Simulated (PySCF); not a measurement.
**SbO−: bond curves at several levels of theory**

What are the lowest state that PBE0 finds, the bond length, vibrational wavenumber and bond energy of SbO−, and how much do these hang on the method?

Computed with PySCF 2.14.0. Level: Sb def2-TZVPPD with ECP28, O def2-TZVPPD, scalar-relativistic core potentials.

2 further runs of the same task are left out: 2 set aside as unsound or not needed.

## (1) The job

A driver script around PySCF takes these settings:

- atoms: Sb, O
- charge: -1
- basis: Sb def2-TZVPPD with ECP28, O def2-TZVPPD
- Hamiltonian: scalar-relativistic core potentials
- basis functions: 96
- electrons treated: 32
- masses in u: 120.9038, 15.9949
- levels: PBE0, PBE, r²SCAN, BHandHLYP, B2PLYP, B3LYP, PW91, M06-L, ωB97M-V, MP2, SCS-MP2, CCSD, CCSD(T)
- grid: 80 radial by 434 angular points
- occupations: held fixed by the projection of orbital angular momentum
- dissociation limit: Sb + O−, each in its ground configuration
- starting distance in angstrom: 2.065
- values of 2S to try: 0, 2, 4

Launch:

```sh
$ OMP_NUM_THREADS=2 python dia.py task.json out
```

The runs that follow: PBE0 along the bond; Other states along the same grid; PBE (GGA); r²SCAN; BHandHLYP; B2PLYP (double hybrid); B3LYP (global hybrid GGA); PW91; M06-L; ωB97M-V; Correlated methods on the Hartree–Fock reference.

What does the calculation give? Wanted: for each run, Re; ωe; De; μ.

As calculated:

Lowest PBE0 solution found, without spin–orbit coupling: ³Σ⁻ (triplet), unpaired electrons π ↑↑. State 2 has its PBE0 minimum 0.24 eV higher, as a spin-mixed determinant (⟨S²⟩ = 1.01), so this is no gap between pure states. State 3 has its PBE0 minimum 2.98 eV higher. The other levels ran on the lowest alone.

```
       level  Re (Å)  ωe (cm⁻¹)  De (eV)  μ (D)
    ROHF-MP2   1.883        759     4.48    n/a
ROHF-SCS-MP2   1.882        755     4.26    n/a
   ROHF-CCSD   1.870        757     3.86    n/a
ROHF-CCSD(T)   1.887        723     4.15    n/a
         PBE   1.904        692     4.59  -2.96
        PW91   1.903        693     4.61  -3.00
      r²SCAN   1.881        733     4.39  -2.95
       M06-L   1.892        712     4.66  -2.73
       B3LYP   1.890        722     4.24  -3.25
        PBE0   1.871        754     4.23  -3.14
   BHandHLYP   1.857        786     3.82  -3.46
     ωB97M-V   1.868        769     4.15  -3.45
      B2PLYP   1.898        695     4.36  -3.73
```

De is counted to Sb + O− in their ground configurations. A positive dipole points from Sb to O; in an ion it is taken about the centre of mass and does not tell which atom is negative.

In words: Bond lengths run from 1.857 Å (BHandHLYP) to 1.904 Å (PBE). Of the levels with a De here, BHandHLYP gives the least (3.82 eV) and M06-L the most (4.66 eV).

Correlated steps freeze 5 core orbitals. Spin–orbit coupling is left out, which matters for elements this heavy, above all for dissociation energies. B2PLYP dipoles, levels and charges come from its SCF part alone. T1 is 0.034 near the minimum (highest on the curve 0.059), which may point to more than one leading configuration. With some functionals the highest level of the anion is positive, from self-interaction error or because the anion is truly unbound there; the finite basis then holds the extra electron, and no neutral molecule was run to test the binding. With spin–orbit coupling the term label itself may not hold.
